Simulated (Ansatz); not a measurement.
# C₂H₉InOSi: up Jacob's ladder to CCSD(T)

The task here is to estimate one member of a computed series from the others.

The runs use Ansatz 0.2.0, Gaussian basis; functionals in def2-TZVPP, the program's frozen cores in correlated methods.

Plan: LDA (SPW92), PBE-D4, revPBE-D4, BLYP-D4, r2SCAN-D4, B97M-V, PBE0-D4, B3LYP-D4, r2SCANh-D4, r2SCAN0-D4, HSE06-D4, BHLYP-D4, CAM-B3LYP-D4, LC-ωPBE, ωB97X-V, ωB97M-V, B2PLYP, PBE-QIDH; CCSD(T)/def2-SVP; CCSD(T)/def2-TZVPP; MP2/def2-QZVPP; extrapolation to the limit; RPA on PBE.

## The relaxed structure

All runs share one geometry, relaxed beforehand with PBE0-D4 in a triple-zeta def2 set. In takes the def2 core potential; no spin-orbit term is included.

SMILES `C[CH2][InH][O][SiH3]`, 14 atoms, charge 0, spin multiplicity 1.

Atoms are counted from 1 here; the program's logs count them from 0.

Bond lengths: C1–C2 1.522 Å, C1–H6 1.092 Å, C1–H7 1.095 Å, C1–H8 1.092 Å, C2–In3 2.149 Å, C2–H9 1.094 Å, C2–H10 1.094 Å, In3–O4 2.004 Å, In3–H11 1.708 Å, O4–Si5 1.615 Å, Si5–H12 1.490 Å, Si5–H13 1.495 Å, Si5–H14 1.495 Å. Angles: C2–C1–H6 112.0°, C2–C1–H7 111.1°, C2–C1–H8 112.0°, H6–C1–H7 107.3°, H6–C1–H8 106.9°, H7–C1–H8 107.3°, C1–C2–In3 113.9°, C1–C2–H9 111.4°, C1–C2–H10 111.4°, In3–C2–H9 106.9°, In3–C2–H10 106.9°, H9–C2–H10 105.9°, C2–In3–O4 111.7°, C2–In3–H11 140.0°, O4–In3–H11 108.3°, In3–O4–Si5 145.3°, O4–Si5–H12 110.5°, O4–Si5–H13 112.1° and more.

The first run:

File in.yaml:

```yaml
crystal:
  periodic: [false, false, false]
  atoms:
    - {symbol: C, position_ang: [0.148967, 0.385031, 1.618373]}
    - {symbol: C, position_ang: [0.027507, -1.126049, 1.487507]}
    - {symbol: In, position_ang: [-0.173822, -1.811272, -0.539022]}
    - {symbol: O, position_ang: [-0.165562, -0.287979, -1.841164]}
    - {symbol: Si, position_ang: [-0.053344, 1.314499, -2.010487]}
    - {symbol: H, position_ang: [1.022020, 0.772869, 1.088665]}
    - {symbol: H, position_ang: [0.246006, 0.682849, 2.667296]}
    - {symbol: H, position_ang: [-0.723640, 0.902534, 1.213338]}
    - {symbol: H, position_ang: [-0.838082, -1.505849, 2.038297]}
    - {symbol: H, position_ang: [0.899119, -1.634610, 1.909902]}
    - {symbol: H, position_ang: [-0.342634, -3.267349, -1.416526]}
    - {symbol: H, position_ang: [-0.127419, 1.693822, -3.449908]}
    - {symbol: H, position_ang: [-1.153591, 2.033353, -1.297193]}
    - {symbol: H, position_ang: [1.234474, 1.848151, -1.469087]}
basis:
  gaussian: {orbitals: def2-TZVPP}
hamiltonian: {xc: lda}
output: {orbitals: {seedname: orbitals}}
```

The run is started by

```console
> ansatz run in.yaml --threads 2 --pin off --events-out ev --progress --plain --max-ram 32768MiB --backend cuda --devices 0, --max-vram 18GiB
```

Among the steps run: LDA; PBE-D4 (GGA); revPBE-D4 (GGA); BLYP-D4 (GGA); r2SCAN-D4 (meta-GGA); B97M-V (meta-GGA); B3LYP-D4 (hybrid); r2SCANh-D4 (hybrid); r2SCAN0-D4 (hybrid); HSE06-D4 (hybrid); BHLYP-D4 (hybrid); CAM-B3LYP-D4 (range-separated); LC-ωPBE (range-separated); ωB97X-V (range-separated); ωB97M-V (range-separated); B2PLYP (double hybrid); PBE-QIDH (double hybrid).

One table of the session follows, with a row left open; its other results are not shown here.

It belongs to the step «Frontier levels by functional». 

```
  functional  HOMO (eV)  LUMO (eV)  gap (eV)
 LDA (SPW92)      -6.29      -2.39      3.90
      PBE-D4      -6.16      -2.13      4.03
   revPBE-D4      -6.10      -2.02      4.09
     BLYP-D4      -6.05      -2.11      3.95
   r2SCAN-D4      -6.42      -1.85      4.58
      B97M-V      -6.54      -2.17      4.37
     PBE0-D4      -7.41      -1.40      6.00
    B3LYP-D4      -7.21      -1.69      5.52
  r2SCANh-D4      -6.89      -1.60      5.29
  r2SCAN0-D4      -7.59      -1.23      6.35
    HSE06-D4      -7.01      -1.76      5.25
    BHLYP-D4      -8.55      -0.79      7.76
CAM-B3LYP-D4      -8.74      -0.64      8.10
     LC-ωPBE     -10.03       0.47     10.50
     ωB97X-V          ?          ?         ?
     ωB97M-V      -9.60      -0.02      9.58
```

Estimate the missing values for ωB97X-V.

As computed: HOMO (eV): -9.71; LUMO (eV): 0.32; gap (eV): 10.02. In the column «HOMO (eV)» it lies between LC-ωPBE (-10.03) and ωB97M-V (-9.60).
